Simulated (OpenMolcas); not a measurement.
# Ta⁴⁺ among point charges: CASSCF and CASPT2 levels and susceptibility

How does a field of 4 point charges split the states of Ta⁴⁺, and what χT follows?

The numbers are computed with OpenMolcas 26.06 (state-averaged CASSCF and CASPT2, spin-orbit coupling by RASSI with atomic mean-field integrals), except any that are marked as measured or tabulated.

## (1) The system

```
Species                           : Ta⁴⁺ (tantalum, Z = 73, 69 electrons)
Basis                             : ANO-RCC-VDZP [7s6p4d2f1g], 68 functions
Scalar Hamiltonian                : DKH2, point nucleus
Inactive shells                   : 1s 2s 2p 3s 3p 3d 4s 4p 4d 4f 5s 5p
Active space                      : 1 electron in 5 orbitals (5d)
Some configurations of this space : 5d
Orbitals                          : optimised for each spin and parity, averaged over all roots
```

Outer shells as boxes (Hund's rule):

5d
```
5d [↑ ][  ][  ][  ][  ]
```

The ion sits among 4 point charges of -0.5 e arranged as a square (D4h), 2.16 Å from the ion.

Each step is its own input file, run in one work folder so that later steps find the files of earlier ones. Labels, J, g values, rates, χT and fits are worked out afterwards by a script from the matrices that RASSI stores. The input lists half of the charges; inversion (Group=XYZ) makes the rest.

## (2) GATEWAY and SEWARD: basis and integrals

a.inp

```
&GATEWAY
Coord
1

Ta 0.0 0.0 0.0
Basis=ANO-RCC-VDZP
Group=XYZ
NoMove
AngMom=0.0 0.0 0.0
AMFI
XField
2 Angstrom 0
2.160000 0.000000 0.000000 -0.500000
0.000000 2.160000 0.000000 -0.500000
&SEWARD
```

On the command line:

```bash
$ OMP_NUM_THREADS=1 MOLCAS_MEM=1689 MOLCAS_PROJECT=a pymolcas a.inp > a.log
```

Output:

```text
Basis set label: TA.ANO-RCC...7S6P4D2F1G.

      Electronic valence basis set:
      ------------------
      Associated Effective Charge  73.000000 au
      Associated Actual Charge     73.000000 au
      Nuclear Model: Point charge

      Shell  nPrim  nBasis  Cartesian Spherical Contaminant
         s      24       7        X
         p      21       6        X
         d      15       4                 X
         f      11       2                 X
         g       4       1                 X
                  Relativistic Douglas-Kroll-Hess integrals:
                    - DKH order of Hamiltonian: 2
                    - DKH order of Properties : 0
                  Atomic mean-field integrals
```

## (3) CASSCF: doublets of even parity, 5 roots

a.inp

```
&RASSCF
FileOrb=start.orb
Symmetry=1
Spin=2
nActEl=1 0 0
Inactive=15 19
Ras2=5 0
CIRoot=5 5 1
SDav=5
CIMx=300
Iter=120 100
PrWF=0.3
OrbListing=Nothing
MaxOrb=0
>>> COPY $Project.JobIph JOB001
```

start.orb holds the contracted functions of the basis, ordered by shell, or the orbitals of the step before.

Output (excerpt; [...] marks lines left out):

```text
[...]
      Number of active orbitals                  5
[...]
      Spin quantum number                      0.5
[...]
      Active orbitals                            5   0
[...]
      Number of CSFs                             5
      Number of root(s) required                 5
[...]
      Convergence after 11 iterations
[...]
      Natural orbitals and occupation numbers for root  1
      sym 1:   0.000000   0.000000   1.000000  -0.000000   0.000000
      Natural orbitals and occupation numbers for root  2
      sym 1:  -0.000000   1.000000   0.000000  -0.000000   0.000000
      Natural orbitals and occupation numbers for root  3
      sym 1:  -0.000000  -0.000000   0.000000   1.000000   0.000000
::    RASSCF root number  1 Total energy: -15588.98044323
::    RASSCF root number  2 Total energy: -15588.97645967
::    RASSCF root number  3 Total energy: -15588.97645967
::    RASSCF root number  4 Total energy: -15588.95898032
::    RASSCF root number  5 Total energy: -15588.94319729
```

## (4) RASSI: spin-orbit coupling between the states

a.inp

```
&RASSI
NrOfJobIphs=1 5
1 2 3 4 5
IphNames
JOB001
EJob
SpinOrbit
DIPRint=1.0
SOCoupling=1000.0
Subsets=2
Property=9
'ANGMOM' 1 'ANGMOM' 2 'ANGMOM' 3 'MLTPL  1' 1 'MLTPL  1' 2 'MLTPL  1' 3
'AMFI' 1 'AMFI' 2 'AMFI' 3
SOProperty=3
'ANGMOM' 1 'ANGMOM' 2 'ANGMOM' 3
```

On the command line:

```bash
$ OMP_NUM_THREADS=1 MOLCAS_MEM=1689 MOLCAS_PROJECT=a pymolcas a.inp > a.log
```

Output (excerpt; [...] marks lines left out):

```text
SPIN-FREE ENERGIES:
  (Shifted by EMIN (a.u.) =     -15588.9804432330)
 SF State       Relative EMIN(au)   Rel lowest level(eV)    D:o, cm**(-1)      L_eff
     1             0.0000000000        0.0000000000              0.0000         2.0
     2             0.0039835625        0.1083982582            874.2909         2.0
     3             0.0039835625        0.1083982582            874.2909         2.0
     4             0.0214629151        0.5840356731           4710.5654         2.0
     5             0.0372459395        1.0135136464           8174.5388         2.0
     Dipole printing threshold changed to   1.00000000E+00
Eigenvalues of complex Hamiltonian:
   -----------------------------------
  (Shifted by EMIN (a.u.) =     -15588.9804432330)
 SO State       Relative EMIN(au)   Rel lowest level(eV)    D:o, cm**(-1)     J-value
     1            -0.0190201918        0.0000000000              0.0000         1.4
     2            -0.0190201918        0.0000000000              0.0000         1.4
     3            -0.0025172401        0.4490681949           3621.9793         1.0
     4            -0.0025172401        0.4490681949           3621.9793         1.0
     5             0.0158486681        0.9488300150           7652.8302         2.4
     6             0.0158486681        0.9488300150           7652.8302         2.4
     7             0.0256580593        1.2157571496           9805.7427         1.9
     8             0.0256580593        1.2157571496           9805.7427         1.9
     9             0.0467066842        1.7885194101          14425.3819         1.2
    10             0.0467066842        1.7885194101          14425.3819         1.2
Weights of the five most important spin-orbit-free states for each spin-orbit state.
[...]
```

These steps took 2.6 s in all on 1 thread of Intel Xeon Platinum 8488C (Sapphire Rapids), shared host.

Spin-free states, with their symmetry labels:

| state | degeneracy | E (cm-1) | free-ion L (%) |
| --- | --- | --- | --- |
| 2A1 | 1 | 0 | D (100) |
| 2E | 2 | 874 | D (100) |
| 2B2 | 1 | 4711 | D (100) |
| 2B1 | 1 | 8175 | D (100) |

With spin-orbit coupling:

```tsv
E (cm-1)	Degeneracy	Label	2S+1	g
0.0	2	E1/2	2	0.91 1.51 1.51
3622	2	E3/2	2	0.02 0.02 2.95
7653	2	E1/2	2	1.09 3.51 3.51
9806	2	E3/2	2	1.58 1.58 2.23
14425	2	E3/2	2	1.56 1.56 5.19
```

Principal g values are given for doublets only; a zero marks a field direction without first-order Zeeman splitting.

Powder χT (cm³ K/mol): 0.17 at 2 K, 0.17 at 5 K, 0.17 at 10 K, 0.17 at 20 K, 0.17 at 50 K, 0.17 at 100 K, 0.18 at 150 K, 0.18 at 200 K, 0.18 at 250 K, 0.18 at 300 K.

Orbitals of the lowest block (energies include the constant potential of the surroundings):

| shell | space | energy (hartree) | mean occupation | ⟨r²⟩ (bohr²) |
| --- | --- | --- | --- | --- |
| 1s | inactive | -2486.9168 | 2.000 | 0.000446 |
| 2s | inactive | -433.5412 | 2.000 | 0.00729 |
| 2p | inactive | -381.4469 | 6.000 | 0.00601 |
| 3s | inactive | -102.3827 | 2.000 | 0.0477 |
| 3p | inactive | -86.5002 | 6.000 | 0.0483 |
| 3d | inactive | -67.2376 | 10.000 | 0.0404 |
| 4s | inactive | -22.8875 | 2.000 | 0.238 |
| 4p | inactive | -17.5541 | 6.000 | 0.270 |
| 4d | inactive | -10.4547 | 10.000 | 0.318 |
| 4f | inactive | -2.5611 | 14.000 | 0.491 |
| 5s | inactive | -4.2470 | 2.000 | 1.38 |
| 5p | inactive | -2.7985 | 6.000 | 1.83 |
| 5d | RAS2 |  | 1.000 | 3.77 |

## (5) CASPT2: IPEA 0.25, imaginary shift 0.1 (closed shells correlated: 4f 5s 5p)

a.inp

```
>>> COPY JOB001 $Project.JobIph
&CASPT2
Multistate=5 1 2 3 4 5
NoMult
Frozen=14 9
IPEA=0.25
Imaginary=0.1
MaxIter=60
WThr=0.0 0.3 0.05
PrWF=0.5
NoMix
```

Output:

```text
Orbital specifications:
      -----------------------

      Symmetry species                           1   2
                                                ag  au
      Frozen orbitals                           14   9
      Inactive orbitals                          1  10
      Active orbitals                            5   0
      Secondary orbitals                        16  13
      Deleted orbitals                           0   0
      Number of basis functions                 36  32
Type of calculation                        SS-CASPT2
      Fock operator                              state-specific
      IPEA shift                                 0.25
      Real shift                                 0.00
      Imaginary shift                            0.10
      The input orbitals will be transformed to quasi-canonical
Reference energy:      -15588.9804432330
      E2 (Non-variational):      -0.8280179347
      Shift correction:          -0.0001245546
      E2 (Variational):          -0.8281424893
      Total energy:          -15589.8085857223
      Residual norm:              0.0000002204
      Reference weight:           0.91778
      Contributions to the CASPT2 correlation energy
      Active & Virtual Only:          0.0000000000
      One Inactive Excited:          -0.0421689397
      Two Inactive Excited:          -0.7858489950
Reference energy:      -15588.9764596705
      E2 (Non-variational):      -0.8277595471
      Shift correction:          -0.0001241204
      E2 (Variational):          -0.8278836675
      Total energy:          -15589.8043433380
      Residual norm:              0.0000002264
      Reference weight:           0.91788
      Contributions to the CASPT2 correlation energy
      Active & Virtual Only:          0.0000000000
      One Inactive Excited:          -0.0422335619
      Two Inactive Excited:          -0.7855259852
::    CASPT2 Root  1     Total energy: -15589.80858572
::    CASPT2 Root  2     Total energy: -15589.80434334
::    CASPT2 Root  3     Total energy: -15589.80434334
::    CASPT2 Root  4     Total energy: -15589.78712017
::    CASPT2 Root  5     Total energy: -15589.77152585
```

This run: 1.1 s of run time, 1 thread of Intel Xeon Platinum 8488C (Sapphire Rapids), shared host.

SS-CASPT2: lowest energy less the reference's lowest, -0.8281 hartree; reference weights 0.918.

States without spin-orbit coupling:

| state | degeneracy | E (cm-1) | free-ion L (%) |
| --- | --- | --- | --- |
| 2A1 | 1 | 0 | D (100) |
| 2E | 2 | 931 | D (100) |
| 2B2 | 1 | 4711 | D (100) |
| 2B1 | 1 | 8134 | D (100) |

With spin-orbit coupling:

```tsv
E (cm-1)	Degeneracy	Label	2S+1	g
0	2	E1/2	2	0.92 1.50 1.50
3610	2	E3/2	2	0.02 0.02 2.94
7650	2	E1/2	2	1.08 3.50 3.50
9800	2	E3/2	2	1.57 1.57 2.25
14360	2	E3/2	2	1.56 1.56 5.20
```

Powder χT (cm³ K/mol): 0.17 at 2 K, 0.17 at 5 K, 0.17 at 10 K, 0.17 at 20 K, 0.17 at 50 K, 0.17 at 100 K, 0.18 at 150 K, 0.18 at 200 K, 0.18 at 250 K, 0.18 at 300 K.

## (6) The methods side by side

A. CASSCF
B. SS-CASPT2, IPEA 0.25, imaginary shift 0.1 (closed shells correlated: 4f 5s 5p)

| method | ground state | first state of that spin (cm-1) | first gap with spin-orbit (cm-1) | χT at 300 K |
| --- | --- | --- | --- | --- |
| A | 2A1 | 2E 874.3 | 3622.0 | 0.18 |
| B | 2A1 | 2E 931.1 | 3614.4 | 0.18 |

## (7) What came out

| quantity | value |
| --- | --- |
| method | SS-CASPT2, IPEA 0.25, imaginary shift 0.1 (closed shells correlated: 4f 5s 5p) |
| spin-free ground state | 2A1, 1-fold in its orbital part |
| first state of the same spin within the active space | 2E at 931 cm⁻¹ |
| lowest level | 2-fold E1/2, g = 0.92, 1.50, 1.50 |
| next level | 3614.4 cm⁻¹ |
| χT at 300 K | 0.18 cm³ K/mol |
| effective moment at 300 K | 1.21 μB |

Cost by method:

| method | time of its own steps | time with the reference |
| --- | --- | --- |
| A. CASSCF | 2.6 s | 2.6 s |
| B. SS-CASPT2, IPEA 0.25, imaginary shift 0.1, +4f 5s 5p | 1.1 s | 3.7 s |

Times are of one thread on a shared host.

In words: The spin-free ground state (2A1) comes to 100 % from free-ion D terms and keeps the highest spin of the shell. χT at 300 K is 0.18, against 0.38 cm³ K/mol for the spin alone, so orbital moment lowers it. The field of point charges can differ much from that of real complexes. Point charges carry no covalency, so the field is a model and not that of real ligands.
